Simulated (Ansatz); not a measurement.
# PtTe: the cost of one run

Computed with Ansatz 0.2.0 (DFT PBEsol+U (U_eff = 1 eV on Pt d), plane waves, PAW, no spin–orbit coupling unless a run says so, unless a step's input says otherwise).

## Step 1: The starting structure

It takes space group P6_3/mmc (No. 194, hexagonal). Conventional cell: a = 4.111 Å, b = 4.111 Å, c = 5.446 Å, α = 90.00°, β = 90.00°, γ = 120.00°. Te (site symmetry -6m2) has 6 Pt at 2.74 Å as nearest neighbours. Pt (site symmetry -3m) has 2 Pt at 2.72 Å and 6 Te at 2.74 Å as nearest neighbours.

As a file:

```
CELL_PARAMETERS angstrom
4.11100 0.00000 0.00000
-2.05550 3.56023 0.00000
0.00000 0.00000 5.44600
ATOMIC_POSITIONS crystal
Te 0.33333 0.66667 0.25000
Te 0.66667 0.33333 0.75000
Pt 0.00000 0.00000 0.00000
Pt 0.00000 0.00000 0.50000
```

Magnetic order typed: opposed in the cell.

## Step 2: From atoms, symmetry kept, no search

The input, input.yaml:

```yaml
crystal:
  lattice:
    - [4.11099924, 0.0, 0.0]
    - [-2.05549962, 3.56022978, 0.0]
    - [0.0, 0.0, 5.44599925]
  atoms:
    - { symbol: Te, position: [0.3333333333, 0.6666666667, 0.25] }
    - { symbol: Te, position: [0.6666666667, 0.3333333333, 0.75] }
    - { symbol: Pt, position: [0.0, 0.0, 0.0], spin: 2.0 }
    - { symbol: Pt, position: [0.0, 0.0, 0.5], spin: -2.0 }
basis:
  ecutwfc: 420
  ecutrho_ratio: 4
kpoints:
  mp_grid: { grid: [5, 5, 4] }
hamiltonian:
  xc: pbesol
  hubbard:
    sites: [{ site: 2, l: d, u_eff: 1.0 }, { site: 3, l: d, u_eff: 1.0 }]
scf:
  occupations: { method: gaussian, width: 0.05 }
  lower_state_search: "off"
  max_iter: 150
output:
  forces: true
  stress: true
  eigenvalues: true
  populations: true
  hubbard: { sites: [{ site: 2, l: d }, { site: 3, l: d }] }
magnetization:
  spin_polarized: true
```

Launch:

```sh
> ansatz run input.yaml --threads 2 --pin off --max-ram 3072MiB --backend cpu --events-out ev --progress --plain --runs-dir out
```

What time and memory should one allow on 2 threads of Intel Xeon Platinum 8259CL at 2.50GHz (Skylake/Cascade Lake), shared host?

About 6.8 s, with a peak of 0.54 GiB.
